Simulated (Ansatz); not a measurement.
# H₄OSiSn: up Jacob's ladder to CCSD(T)

One table from this session's results is given with a row withheld; the runs are named, their logs left out.

Method: functionals in def2-TZVPP, the program's frozen cores in correlated methods; program: Ansatz 0.2.0, Gaussian basis.

The runs, in order: LDA (SPW92), PBE-D4, revPBE-D4, BLYP-D4, r2SCAN-D4, B97M-V, PBE0-D4, B3LYP-D4, r2SCANh-D4, r2SCAN0-D4, HSE06-D4, BHLYP-D4, CAM-B3LYP-D4, LC-ωPBE, ωB97X-V, ωB97M-V, B2PLYP, PBE-QIDH; CCSD(T)/def2-SVP; CCSD(T)/def2-TZVPP; MP2/def2-QZVPP; extrapolation to the limit; RPA on PBE.

1 further run of the same task is left out (for a known fault of the program).

## Structure used throughout

All runs share one geometry, relaxed beforehand with PBE0-D4 in a triple-zeta def2 set. Sn takes the def2 core potential; no spin-orbit term is included.

SMILES `[O]1[SiH2][SnH2]1`, 7 atoms, charge 0, spin multiplicity 1.

Atoms are counted from 1 here; the program's logs count them from 0.

Bond lengths: O1–Si2 1.618 Å, O1–Sn3 2.135 Å, Si2–Sn3 2.454 Å, Si2–H4 1.486 Å, Si2–H5 1.486 Å, Sn3–H6 1.709 Å, Sn3–H7 1.709 Å. Angles: Si2–O1–Sn3 80.4°, O1–Si2–Sn3 59.1°, O1–Si2–H4 118.8°, O1–Si2–H5 118.8°, Sn3–Si2–H4 120.7°, Sn3–Si2–H5 120.7°, H4–Si2–H5 110.3°, O1–Sn3–Si2 40.6°, O1–Sn3–H6 104.8°, O1–Sn3–H7 104.8°, Si2–Sn3–H6 122.4°, Si2–Sn3–H7 122.4°, H6–Sn3–H7 108.5°.

The first run:

File in.yaml:

```yaml
crystal:
  periodic: [false, false, false]
  atoms:
    - {symbol: O, position_ang: [-0.017976, -1.205585, 0.342788]}
    - {symbol: Si, position_ang: [-0.579580, -0.471740, -0.985858]}
    - {symbol: Sn, position_ang: [0.556170, 0.805225, 0.775598]}
    - {symbol: H, position_ang: [-2.048784, -0.360389, -1.176519]}
    - {symbol: H, position_ang: [0.090299, -0.732346, -2.286110]}
    - {symbol: H, position_ang: [-0.186453, 1.159990, 2.273520]}
    - {symbol: H, position_ang: [2.247625, 0.736745, 1.010982]}
basis:
  gaussian: {orbitals: def2-TZVPP}
hamiltonian: {xc: lda}
output: {orbitals: {seedname: orbitals}}
```

Command:

```sh
$ ansatz run in.yaml --threads 2 --pin off --events-out ev --progress --plain --max-ram 4352MiB
```

Steps of the session up to this table: LDA; PBE-D4 (GGA); revPBE-D4 (GGA); BLYP-D4 (GGA); r2SCAN-D4 (meta-GGA); B97M-V (meta-GGA); B3LYP-D4 (hybrid); r2SCANh-D4 (hybrid); r2SCAN0-D4 (hybrid); HSE06-D4 (hybrid); BHLYP-D4 (hybrid); CAM-B3LYP-D4 (range-separated); LC-ωPBE (range-separated); ωB97X-V (range-separated); ωB97M-V (range-separated); B2PLYP (double hybrid); PBE-QIDH (double hybrid).

One of the session's tables, all rows but one given; the rest of the session is left out.

It belongs to the step «Frontier levels by functional». 

| functional | HOMO (eV) | LUMO (eV) | gap (eV) |
| --- | --- | --- | --- |
| LDA (SPW92) | -5.96 | -2.66 | 3.30 |
| PBE-D4 | -5.81 | -2.48 | 3.33 |
| revPBE-D4 | -5.75 | -2.41 | 3.35 |
| BLYP-D4 | -5.68 | -2.40 | 3.28 |
| r2SCAN-D4 | -6.02 | -2.32 | 3.70 |
| B97M-V | -6.05 | -2.42 | 3.63 |
| PBE0-D4 | -6.79 | -1.74 | 5.05 |
| B3LYP-D4 | -6.63 | -1.97 | 4.65 |
| r2SCANh-D4 | -6.39 | -2.05 | 4.34 |
| r2SCAN0-D4 | -6.94 | -1.65 | 5.29 |
| HSE06-D4 | -6.40 | -2.10 | 4.30 |
| BHLYP-D4 | -7.68 | -0.96 | 6.71 |
| CAM-B3LYP-D4 | -7.98 | -0.82 | 7.17 |
| LC-ωPBE | -9.17 | 0.25 | 9.41 |
| ωB97X-V | -8.89 | 0.16 | 9.05 |
| ωB97M-V | ? | ? | ? |

Estimate the missing values for ωB97M-V.

**Answer.** HOMO (eV): -8.77; LUMO (eV): -0.03; gap (eV): 8.73. In the column «HOMO (eV)» it lies between ωB97X-V (-8.89) and CAM-B3LYP-D4 (-7.98).
